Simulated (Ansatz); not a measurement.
# C4S: what a guessed cell relaxes into, part 3 of 3

Where does this trial cell of C4S go when cell and atoms are let free?

Ansatz 0.2.0; DFT PBE, scalar-relativistic, plane waves, PAW. Earlier steps stand in the parts before.

## (4) Relaxation on the finer mesh

The end of the coarse run is made exact in the group found at a tolerance of 0.06 Å and reduced to its primitive cell.

File input.yaml:

```yaml
crystal:
  lattice:
    - [-2.2414619053, 2.2414619053, 2.2414619053]
    - [2.2414619053, -2.2414619053, 2.2414619053]
    - [2.2414619053, 2.2414619053, -2.2414619053]
  atoms:
    - { symbol: C, position: [0.4431175153, 0.4431175153, 0.4431175153] }
    - { symbol: C, position: [0.5568824847, 0.0, 0.0] }
    - { symbol: C, position: [0.0, 0.0, 0.5568824847] }
    - { symbol: C, position: [0.0, 0.5568824847, 0.0] }
    - { symbol: S, position: [0.0, 0.0, 0.0] }
basis:
  ecutwfc: 420
kpoints:
  mp_grid: { grid: [12, 12, 12] }
hamiltonian:
  xc: pbe
scf:
  occupations: { method: gaussian, width: 0.1 }
output:
  forces: true
  stress: true
  eigenvalues: true
  write_density: true
  write_potential: true
  elf: true
  volumetric_format: npy
relax:
  adjacent_minimum: "off"
  f_tol: 0.01
  max_steps: 80
  cell: { stress_tol: 0.05 }
```

Command:

```sh
$ ansatz run input.yaml --threads 1 --pin off --max-ram 2048MiB --backend cpu --events-out ev --progress --plain --runs-dir out
```

The log of the run:

```text
Warning: RAYON_NUM_THREADS=1 ignored (pool sized by the plan → 1); use --threads N
Engine: ansatz 0.2.0, aarch64-unknown-linux-gnu
Pseudopotentials: kind: paw
Pseudopotential: C, paw, valence charge 4, recommended cutoff 420 eV (normal), C.paw.azcp
Pseudopotential: S, paw, valence charge 6, recommended cutoff 420 eV (normal), S.paw.azcp
Functional definition: PBE
  parameter kappa = 0.804
  parameter beta = 0.06672455060314922
  exchange = pbe_x(kappa = kappa, mu = beta*pi^2/3)
  correlation = pbe_c(beta = beta)
Crystal: 5 atoms, lattice volume = 45.046 Å³
Basis set: ecut = 420 eV, 935 PW (Γ), exchange–correlation on 54×54×54 points (8 copies of the dense FFT grid, shifted against one another)
Bands: 16, of which v1, the nominal top of the filled ones, is band 11 counted from 1 (10 counted from 0)
Symmetry: 24 space group operations
Space group: I-43m (ITA 217), of the structure as read, at distance tolerance 3.6e-5 Å
k-points: 72 of 1728 (time reversal used)
Non-local potential: C, projectors of the file, l = 0: 2, l = 1: 2, l = 2: 1
Non-local potential: S, projectors of the file, l = 0: 2, l = 1: 2, l = 2: 2
PAW form: soft (Blöchl's): semilocal exchange-correlation on the pseudo side does not see the compensation charge
PAW one-centre angular grid: C, 110 points (default); XC on 64 Gauss nodes
PAW one-centre angular grid: S, 110 points (default); XC on 64 Gauss nodes
Initial density: superposition of atomic densities (neutral atoms: chi_scale 0, normalization atom), corrected by the library's trained network
Initial wavefunctions: pseudopotential atomic-orbital guess
Functional: x = pbe(κ = 0.804, μ = 0.2195149727645171), c = pbe(β = 0.06672455060314922)
SCF iter   1: F=—  HF=-1888.148449 eV  |F-HF|=—  |Δ(HF+E_count)|=         —  Δρ=8.23e-3  dr2=2.17e-2  ethr=1.77e-3  ⟨swp⟩=5.6  Hψ=6772  notcnv=0
preconditioner: auto → Kerker (q_TF=auto, 2.421 Å⁻¹)  [metal: Δε(μ)=0.045 eV  Ē_g=10.350 eV  σ=0.100 eV  W_gap=0.25  n_scr=12 (ndim 8)  ℏωp=26.0 eV  f_vac=0.000  D(μ)=1.40/eV (n_scr^D=12)]
SCF iter   2: F=—  HF=-1888.142282 eV  |F-HF|=—  |Δ(HF+E_count)|=   6.17e-3  Δρ=4.83e-3  dr2=7.85e-3  ethr=9.87e-5  ⟨swp⟩=1.3  Hψ=1877  notcnv=0
SCF iter   3: F=—  HF=-1888.143469 eV  |F-HF|=—  |Δ(HF+E_count)|=   1.19e-3  Δρ=6.80e-4  dr2=3.25e-4  ethr=3.57e-5  ⟨swp⟩=2.8  Hψ=1951  notcnv=0
SCF iter   4: F=—  HF=-1888.143517 eV  |F-HF|=—  |Δ(HF+E_count)|=   4.77e-5  Δρ=2.86e-4  dr2=4.55e-5  ethr=1.48e-6  ⟨swp⟩=2.2  Hψ=1856  notcnv=0
SCF iter   5: F=—  HF=-1888.143508 eV  |F-HF|=—  |Δ(HF+E_count)|=   8.89e-6  Δρ=4.28e-5  dr2=6.00e-7  ethr=2.07e-7  ⟨swp⟩=2.1  Hψ=1858  notcnv=0
SCF iter   6: F=-1888.143509 eV  HF=-1888.143509 eV  |F-HF|=8.45e-9  |Δ(HF+E_count)|=   4.91e-7  Δρ=8.77e-6  dr2=2.96e-8  ethr=4.55e-10  ⟨swp⟩=11.0  Hψ=8625  notcnv=0
SCF 1 converged in 6 iterations: F = -1888.143509 eV  dr2 = 2.96e-8
relax step   1: F+E_penalty+E_count = -1888.14350852 eV  Δ(F+E_penalty+E_count) = +0.000e0 eV  max|allowed force component| = 6.756e-2 eV/Å  Δτ_max = 0.0000 Å  P = -0.822 GPa  Ω = 45.046 Å³  (6 SCF iters, dr2 threshold 1.00e-7 eV, accepted)
Crystal: 5 atoms, lattice volume = 44.844 Å³
Basis set: ecut = 420 eV, 887 PW (Γ), exchange–correlation on 54×54×54 points (8 copies of the dense FFT grid, shifted against one another)
Initial density: handed on by an earlier stage of this run
Initial wavefunctions: those handed on with the density
iter 1 solved again at ethr=6.26e-7 eV; its pass at ethr=3.10e-3 eV (dr2=1.38e-4 eV) is discarded
SCF iter   1: F=—  HF=-1888.146024 eV  |F-HF|=—  |Δ(HF+E_count)|=         —  Δρ=7.03e-4  dr2=1.19e-4  ethr=6.26e-7  ⟨swp⟩=2.4  Hψ=7997  notcnv=0
preconditioner: auto → Kerker (q_TF=auto, 2.423 Å⁻¹)  [metal: Δε(μ)=0.036 eV  Ē_g=10.385 eV  σ=0.100 eV  W_gap=0.20  n_scr=12 (ndim 8)  ℏωp=26.0 eV  f_vac=0.000  D(μ)=1.35/eV (n_scr^D=12)]
SCF iter   2: F=—  HF=-1888.145979 eV  |F-HF|=—  |Δ(HF+E_count)|=   4.49e-5  Δρ=3.88e-4  dr2=4.03e-5  ethr=5.43e-7  ⟨swp⟩=1.0  Hψ=1152  notcnv=0
SCF iter   3: F=—  HF=-1888.145971 eV  |F-HF|=—  |Δ(HF+E_count)|=   8.17e-6  Δρ=4.99e-5  dr2=1.55e-6  ethr=1.83e-7  ⟨swp⟩=2.1  Hψ=1943  notcnv=0
iter 4 did not close the SCF: its close was put off for the readings that it lacked (scf_convergence_deferred on its scf_iter line)
SCF iter   4: F=-1888.145971 eV  HF=-1888.145971 eV  |F-HF|=4.53e-8  |Δ(HF+E_count)|=   2.14e-7  Δρ=1.36e-5  dr2=6.84e-8  ethr=7.05e-9  ⟨swp⟩=2.2  Hψ=1899  notcnv=0
iter 5 did not close the SCF: its close was put off for the readings that it lacked (scf_convergence_deferred on its scf_iter line)
SCF iter   5: F=-1888.145971 eV  HF=-1888.145971 eV  |F-HF|=1.05e-9  |Δ(HF+E_count)|=   5.87e-8  Δρ=1.62e-6  dr2=5.53e-10  ethr=3.11e-10  ⟨swp⟩=2.0  Hψ=1864  notcnv=0
SCF iter   6: F=-1888.145971 eV  HF=-1888.145971 eV  |F-HF|=4.84e-11  |Δ(HF+E_count)|=   1.18e-9  Δρ=3.12e-7  dr2=1.86e-11  ethr=2.51e-12  ⟨swp⟩=5.0  Hψ=6011  notcnv=0
SCF 2 converged in 6 iterations: F = -1888.145971 eV  dr2 = 1.86e-11
relax step   2: F+E_penalty+E_count = -1888.14597103 eV  Δ(F+E_penalty+E_count) = -2.463e-3 eV  max|allowed force component| = 3.875e-2 eV/Å  Δτ_max = 0.0031 Å  P = -0.339 GPa  Ω = 44.844 Å³  energy of the carried Pulay correction = +5.720e-4 eV  (6 SCF iters, dr2 threshold 5.00e-7 eV, accepted)
Crystal: 5 atoms, lattice volume = 44.665 Å³
iter 1 solved again at ethr=5.42e-7 eV; its pass at ethr=3.10e-3 eV (dr2=1.19e-4 eV) is discarded
SCF iter   1: F=—  HF=-1888.147164 eV  |F-HF|=—  |Δ(HF+E_count)|=         —  Δρ=7.08e-4  dr2=1.06e-4  ethr=5.42e-7  ⟨swp⟩=2.3  Hψ=7995  notcnv=0
preconditioner: auto → Kerker (q_TF=auto, 2.425 Å⁻¹)  [metal: Δε(μ)=0.039 eV  Ē_g=10.417 eV  σ=0.100 eV  W_gap=0.21  n_scr=12 (ndim 8)  ℏωp=26.1 eV  f_vac=0.000  D(μ)=1.29/eV (n_scr^D=12)]
SCF iter   2: F=—  HF=-1888.147126 eV  |F-HF|=—  |Δ(HF+E_count)|=   3.80e-5  Δρ=3.97e-4  dr2=3.61e-5  ethr=4.82e-7  ⟨swp⟩=1.0  Hψ=1152  notcnv=0
SCF iter   3: F=—  HF=-1888.147120 eV  |F-HF|=—  |Δ(HF+E_count)|=   5.65e-6  Δρ=4.40e-5  dr2=1.18e-6  ethr=1.64e-7  ⟨swp⟩=2.0  Hψ=1918  notcnv=0
iter 4 did not close the SCF: its close was put off for the readings that it lacked (scf_convergence_deferred on its scf_iter line)
SCF iter   4: F=-1888.147120 eV  HF=-1888.147120 eV  |F-HF|=3.43e-8  |Δ(HF+E_count)|=   1.76e-7  Δρ=1.26e-5  dr2=6.57e-8  ethr=5.34e-9  ⟨swp⟩=2.3  Hψ=1912  notcnv=0
iter 5 did not close the SCF: its close was put off for the readings that it lacked (scf_convergence_deferred on its scf_iter line)
SCF iter   5: F=-1888.147120 eV  HF=-1888.147120 eV  |F-HF|=6.18e-10  |Δ(HF+E_count)|=   4.78e-8  Δρ=1.50e-6  dr2=3.95e-10  ethr=2.99e-10  ⟨swp⟩=2.0  Hψ=1868  notcnv=0
SCF iter   6: F=-1888.147120 eV  HF=-1888.147120 eV  |F-HF|=3.18e-11  |Δ(HF+E_count)|=  6.88e-10  Δρ=2.44e-7  dr2=1.22e-11  ethr=1.79e-12  ⟨swp⟩=4.9  Hψ=5961  notcnv=0
SCF 3 converged in 6 iterations: F = -1888.147120 eV  dr2 = 1.22e-11
relax step   3: F+E_penalty+E_count = -1888.14712043 eV  Δ(F+E_penalty+E_count) = -1.149e-3 eV  max|allowed force component| = 5.569e-5 eV/Å  Δτ_max = 0.0036 Å  P = +0.069 GPa  Ω = 44.665 Å³  energy of the carried Pulay correction = +1.082e-3 eV  (6 SCF iters, dr2 threshold 2.87e-7 eV, accepted)
Crystal: 5 atoms, lattice volume = 44.684 Å³
iter 1 solved again at ethr=5.80e-9 eV; its pass at ethr=3.10e-3 eV (dr2=1.27e-6 eV) is discarded
SCF iter   1: F=—  HF=-1888.147096 eV  |F-HF|=—  |Δ(HF+E_count)|=         —  Δρ=5.91e-5  dr2=1.13e-6  ethr=5.80e-9  ⟨swp⟩=2.5  Hψ=8073  notcnv=0
preconditioner: auto → Kerker (q_TF=auto, 2.424 Å⁻¹)  [metal: Δε(μ)=0.037 eV  Ē_g=10.414 eV  σ=0.100 eV  W_gap=0.21  n_scr=12 (ndim 8)  ℏωp=26.1 eV  f_vac=0.000  D(μ)=1.30/eV (n_scr^D=12)]
SCF iter   2: F=—  HF=-1888.147072 eV  |F-HF|=—  |Δ(HF+E_count)|=   2.49e-5  Δρ=3.34e-5  dr2=4.26e-7  ethr=5.13e-9  ⟨swp⟩=1.0  Hψ=1152  notcnv=0
SCF iter   3: F=—  HF=-1888.147071 eV  |F-HF|=—  |Δ(HF+E_count)|=   1.39e-7  Δρ=4.87e-6  dr2=1.38e-8  ethr=1.93e-9  ⟨swp⟩=3.0  Hψ=2026  notcnv=0
iter 4 did not close the SCF: its close was put off for the readings that it lacked (scf_convergence_deferred on its scf_iter line)
SCF iter   4: F=-1888.147071 eV  HF=-1888.147071 eV  |F-HF|=4.62e-10  |Δ(HF+E_count)|=   3.48e-9  Δρ=1.06e-6  dr2=4.66e-10  ethr=6.25e-11  ⟨swp⟩=2.8  Hψ=2063  notcnv=0
iter 5 did not close the SCF: its close was put off for the readings that it lacked (scf_convergence_deferred on its scf_iter line)
SCF iter   5: F=-1888.147071 eV  HF=-1888.147071 eV  |F-HF|=2.36e-11  |Δ(HF+E_count)|=  5.05e-10  Δρ=1.94e-7  dr2=8.67e-12  ethr=2.12e-12  ⟨swp⟩=2.1  Hψ=1870  notcnv=0
SCF iter   6: F=-1888.147071 eV  HF=-1888.147071 eV  |F-HF|=6.82e-13  |Δ(HF+E_count)|=  2.64e-11  Δρ=2.55e-8  dr2=1.30e-13  ethr=1.00e-12  ⟨swp⟩=4.2  Hψ=4968  notcnv=0
SCF 4 converged in 6 iterations: F = -1888.147071 eV  dr2 = 1.30e-13
relax step   4: F+E_penalty+E_count = -1888.14707145 eV  Δ(F+E_penalty+E_count) = +4.898e-5 eV  max|allowed force component| = 4.042e-4 eV/Å  Δτ_max = 0.0001 Å  P = +0.007 GPa  Ω = 44.684 Å³  energy of the carried Pulay correction = +1.029e-3 eV  (6 SCF iters, accepted)
Initial wavefunctions: pseudopotential atomic-orbital guess (no wavefunctions were taken with the density)
iter 1 solved again at ethr=7.02e-7 eV; its pass at ethr=3.10e-3 eV (dr2=1.54e-4 eV) is discarded
SCF iter   1: F=—  HF=-1888.146182 eV  |F-HF|=—  |Δ(HF+E_count)|=         —  Δρ=3.72e-5  dr2=9.38e-8  ethr=7.02e-7  ⟨swp⟩=3.0  Hψ=9674  notcnv=0
eigensolver tolerance schedule: the retry pair's looser diagonalisation over-reported the residual by 1644.11 of it (diagonalisation noise at 0.59 of the residual, at the tolerance the schedule requests for it); recorded, not acted on — ethr = c·dr2/N_el stays at c = 1.0e-1
preconditioner: auto → Kerker (q_TF=auto, 2.424 Å⁻¹)  [metal: Δε(μ)=0.037 eV  Ē_g=10.414 eV  σ=0.100 eV  W_gap=0.20  n_scr=12 (ndim 8)  ℏωp=26.1 eV  f_vac=0.000  D(μ)=1.30/eV (n_scr^D=12)]
SCF iter   2: F=—  HF=-1888.146155 eV  |F-HF|=—  |Δ(HF+E_count)|=   2.68e-5  Δρ=2.00e-5  dr2=2.54e-8  ethr=4.26e-10  ⟨swp⟩=2.3  Hψ=2001  notcnv=0
SCF iter   3: F=—  HF=-1888.146155 eV  |F-HF|=—  |Δ(HF+E_count)|=   6.96e-8  Δρ=1.32e-6  dr2=4.93e-10  ethr=1.15e-10  ⟨swp⟩=2.0  Hψ=1869  notcnv=0
iter 4 did not close the SCF: its close was put off for the readings that it lacked (scf_convergence_deferred on its scf_iter line)
SCF iter   4: F=-1888.146155 eV  HF=-1888.146155 eV  |F-HF|=6.37e-12  |Δ(HF+E_count)|=  1.86e-11  Δρ=2.49e-7  dr2=5.37e-12  ethr=2.24e-12  ⟨swp⟩=2.0  Hψ=1885  notcnv=0
iter 5 did not close the SCF: its close was put off for the readings that it lacked (scf_convergence_deferred on its scf_iter line)
SCF iter   5: F=-1888.146155 eV  HF=-1888.146155 eV  |F-HF|=2.27e-13  |Δ(HF+E_count)|=  6.37e-12  Δρ=3.97e-8  dr2=2.60e-13  ethr=1.00e-12  ⟨swp⟩=1.0  Hψ=1152  notcnv=0
iter 6 did not close the SCF: its close was put off for the readings that it lacked (scf_convergence_deferred on its scf_iter line)
SCF iter   6: F=-1888.146155 eV  HF=-1888.146155 eV  |F-HF|=0.00e0  |Δ(HF+E_count)|=  4.55e-13  Δρ=6.71e-9  dr2=1.60e-14  ethr=1.00e-12  ⟨swp⟩=1.0  Hψ=1152  notcnv=0
iter 7 did not close the SCF: its close was put off for the readings that it lacked (scf_convergence_deferred on its scf_iter line)
SCF iter   7: F=-1888.146155 eV  HF=-1888.146155 eV  |F-HF|=2.27e-13  |Δ(HF+E_count)|=  9.09e-13  Δρ=2.20e-9  dr2=1.86e-15  ethr=1.00e-12  ⟨swp⟩=1.0  Hψ=1152  notcnv=0
SCF iter   8: F=-1888.146155 eV  HF=-1888.146155 eV  |F-HF|=4.55e-13  |Δ(HF+E_count)|=  9.09e-13  Δρ=6.18e-10  dr2=1.30e-16  ethr=1.00e-12  ⟨swp⟩=2.7  Hψ=3480  notcnv=0
SCF 5 converged in 8 iterations: F = -1888.146155 eV  dr2 = 1.30e-16
relax step   5: F+E_penalty+E_count = -1888.14615516 eV  Δ(F+E_penalty+E_count) = +9.163e-4 eV  max|allowed force component| = 4.918e-4 eV/Å  Δτ_max = 0.0000 Å  P = -0.027 GPa  Ω = 44.684 Å³  stress off target by 2.73e-2 GPa  SCF on the basis re-selected at this cell (its energy is not comparable with the rows above)  (8 SCF iters)
basis re-selected at this cell: Δ(F+E_penalty+E_count) = +9.163e-4 eV, ΔP = -0.034 GPa vs the last step (what re-selecting the basis moved, of the pressure what is left beyond the Pulay correction that the steps carried, after the strain that the cell walked since its last selection, with what the two solves' SCF thresholds leave and, on support functions, any second-order correction that the steps lacked; it is no measure of the basis error at this ecutwfc). This SCF's stress stands 2.73e-2 GPa from its target on what of the cell is left free (relax.cell.stress_tol is 5.00e-2 GPa) and its largest allowed force component is 4.92e-4 eV/Å (relax.f_tol is 1.00e-2 eV/Å): within both
SCF converged after 8 iterations
Free energy (F): -1888.146155 eV
Harris-Foulkes:  -1888.146155 eV  (|F-HF|=4.55e-13)
Internal energy: -1888.139677 eV  (E = F + TS)
E sigma→0 (E₀):  -1888.142916 eV
Entropy (-TS):   -0.006478 eV (-1.296 meV/atom)
Fermi energy:    9.901338 eV
--- Per-component energies (eV) ---
  E_band       = 40.502072
  E_kinetic    = 443.086326
  E_local      = -383.584488  (includes V_loc(G=0)·N_el)
  E_nonlocal   = 138.915176
  E_hartree    = 93.651673
  E_xc         = -284.548772
  E_vxc        = -319.703932  (∫ρ·V_xc dr)
  E_paw        = -992.266918  (= ΣΔE_a)
  E_vpaw       = -25.514371  (= ΣTr[D̂ρ^β])
  E_aug_tail   = 0.000014  (compensation charges beyond the density's cutoff)
  E_ewald      = -903.392689
  E_smearing   = -0.006478  (= −TS)
  E_closure    = 0.000000  (closes the sum)
  Σ components = -1888.146155   (vs F -1888.146155, Δ=0.00e0)
--- Forces (eV/Å), atoms counted from 1 ---
  atom   1  C      0.00049176     0.00049176     0.00049176
  atom   2  C      0.00049176    -0.00049176    -0.00049176
  atom   3  C     -0.00049176    -0.00049176     0.00049176
  atom   4  C     -0.00049176     0.00049176    -0.00049176
  atom   5  S      0.00000000    -0.00000000    -0.00000000
  max |Σ_I F_I| component: 8.41e-16 eV/Å
--- Stress (GPa, compression-positive) ---
       -0.027299      -0.000000       0.000000
       -0.000000      -0.027299       0.000000
        0.000000      -0.000000      -0.027299
  P = ⅓ Tr σ = -0.0273 GPa (-0.273 kbar)
--- Band table (eV; the first three rows and the last of 72) ---
  k-point 0: bands = ["-10.9745", "-1.3979", "-1.3979", "-1.3979", "2.5971", "2.5971", "2.5971", "2.7156", "6.4295", "6.4295", "6.4295", "12.6235", "12.6235", "12.8064", "12.8064", "12.8064"]
  k-point 1: bands = ["-10.9206", "-1.7558", "-1.5321", "-1.3923", "2.4323", "2.4644", "2.7286", "3.3596", "6.4272", "6.4718", "6.6973", "12.0767", "12.3694", "12.8364", "13.0630", "13.2438"]
  k-point 2: bands = ["-10.7653", "-2.5597", "-1.8384", "-1.3777", "2.1630", "2.2201", "3.3034", "4.4817", "6.4448", "6.6265", "7.3980", "11.2804", "11.8266", "12.9123", "13.5256", "13.7157"]
  k-point 71: bands = ["-9.1795", "-4.0787", "-4.0787", "-4.0787", "2.6779", "2.6779", "6.3614", "6.3614", "6.3614", "7.3067", "10.0554", "10.0554", "10.0554", "15.0310", "15.0310", "15.0310"]
--- Relaxed structure (4 steps of the walk, 4 accepted, 1 SCFs on fresh bases) ---
  F+E_penalty+E_count = -1888.14615516 eV   max|allowed force component| = 4.918e-4 eV/Å   (the final SCF, on the basis selected at the relaxed cell)
  cell:  # Å, volume = 44.6839 Å³
    - [-2.235443410260942, 2.235443410260942, 2.235443410260942]
    - [2.235443410260942, -2.235443410260942, 2.235443410260942]
    - [2.235443410260942, 2.235443410260942, -2.235443410260942]
  atoms:
    - { symbol: C, position: [0.4448215555869316, 0.4448215555869316, 0.4448215555869316] }
    - { symbol: C, position: [0.5551784444130684, 0.0, 0.0] }
    - { symbol: C, position: [0.0, 0.0, 0.5551784444130684] }
    - { symbol: C, position: [0.0, 0.5551784444130684, 0.0] }
    - { symbol: S, position: [-5.925363523485719e-20, -6.771844026840834e-20, -3.023144654839659e-20] }
```

Wall time 33 s (1 thread of Arm Neoverse V2, shared host); peak memory 0.42 GiB.

The steps of the relaxation:

```csv
step,energy from step 1 (eV/cell),largest force component (eV/Å),pressure (GPa),volume (Å³)
1,0.0000,0.0676,-0.82,45.05
2,-0.0025,0.0388,-0.34,44.84
3,-0.0036,0.0001,0.07,44.67
4,-0.0036,0.0004,0.01,44.68
5,-0.0026,0.0005,-0.03,44.68
```

Step 1 is the start. Step 5 repeats the geometry before it on a plane-wave basis chosen anew for that cell, so its energy need not be comparable with the rows above.

Lengths and angles in the start's conventional setting:

|  | before | after | change |
| --- | --- | --- | --- |
| a (Å) | 4.483 | 4.471 | -0.3 % |
| b (Å) | 4.483 | 4.471 | -0.3 % |
| c (Å) | 4.483 | 4.471 | -0.3 % |
| volume (Å³/atom) | 9.01 | 8.94 | -0.8 % |
| shortest distance (Å) | 1.720 | 1.722 | +0.1 % |
| space group (0.01 Å) | I-43m | I-43m | same |

The run keeps the 24 symmetry operations of the start, so it could not have lowered the symmetry.

The maps below are laid out on this run's own conventional cell (a, b, c = 4.471, 4.471, 4.471 Å).

Density in a lattice plane of the grid's cell (edges 4.47 and 4.47 Å, at 0.222 of the third edge), which holds C.

Values in e/Å³, 12 rows by 12 columns:
```
0.51 0.41 0.45 0.51 0.40 0.22 0.15 0.23 0.54 0.93 1.03 0.78
0.49 0.45 0.82 1.23 1.00 0.49 0.27 0.43 1.09 1.53 1.64 1.03
0.42 0.51 1.23 1.74 1.46 0.78 0.37 0.52 1.32 1.68 1.53 0.93
0.28 0.40 1.00 1.46 1.33 0.75 0.36 0.40 0.85 1.32 1.09 0.54
0.15 0.22 0.49 0.78 0.75 0.48 0.29 0.27 0.40 0.52 0.43 0.23
0.10 0.15 0.27 0.37 0.36 0.29 0.25 0.29 0.36 0.37 0.27 0.15
0.15 0.23 0.43 0.52 0.40 0.27 0.29 0.48 0.75 0.78 0.49 0.22
0.28 0.54 1.09 1.32 0.85 0.40 0.36 0.75 1.33 1.46 1.00 0.40
0.42 0.93 1.53 1.68 1.32 0.52 0.37 0.78 1.46 1.74 1.23 0.51
0.49 1.03 1.64 1.53 1.09 0.43 0.27 0.49 1.00 1.23 0.82 0.45
0.51 0.78 1.03 0.93 0.54 0.23 0.15 0.22 0.40 0.51 0.45 0.41
0.50 0.51 0.49 0.42 0.28 0.15 0.10 0.15 0.28 0.42 0.49 0.51
```
Columns run along the first of these edges and rows up along the second, over one cell in 12 and 12 even steps from the bottom left corner. Atoms in the plane (fractional): C at (0.22, 0.22), C at (0.78, 0.78).

ELF in the same plane.

Ten even steps from '0' (0.07) to '9' (0.84):
```
433233444320002466777765
432356788752125788778886
423589999975347996446887
435899888986448995103787
436998545786447996103686
347997435786336999766886
236998656775323799999874
125788877764212367888752
002467766542111134555421
001234433221112233443210
012455543111124566776420
125788876321246777888742
247899999732357765689963
368866799963368753479974
468630169974468754589963
478730159984468988899853
478864469974357999998532
468987788752125788764323
456777766420002344433223
444444433210001233444444
```
Columns run along the first of these edges and rows up along the second, over one cell in 24 and 20 even steps from the bottom left corner. Atoms in the plane (fractional): C at (0.22, 0.22), C at (0.78, 0.78).

Both are smooth fields of the valence electrons: close to the nuclei they are not physical.

Maxima of ELF outside the ion cores: 0.91 on the S–C line, 0.6 Å from S; 0.85 in the shell around C, 0.6 Å from C.

## (5) Results

The summary covers parts 1 to 3. Changes of volume or cell count from the first structure of part 1.

| quantity | value |
| --- | --- |
| symmetry at the end (tolerance 0.05 Å) | space group I-43m (No. 217) |
| conventional cell | a = 4.471 Å, b = 4.471 Å, c = 4.471 Å, α = 90.00°, β = 90.00°, γ = 90.00° |
| volume | 8.94 Å³/atom |
| energy over the elements | +3.54 eV/atom |
| gap on the mesh | none (metal) |

What this shows: The space group I-43m (No. 217) is kept, and the volume per atom shrinks by 37.8 % from the first guess. With a positive formation energy it can't be a ground state. No finished test with a distortion of lower symmetry is shown, so the end may be a saddle point. The final runs have no spin polarisation, so no magnetic state was tried and one may lie lower.
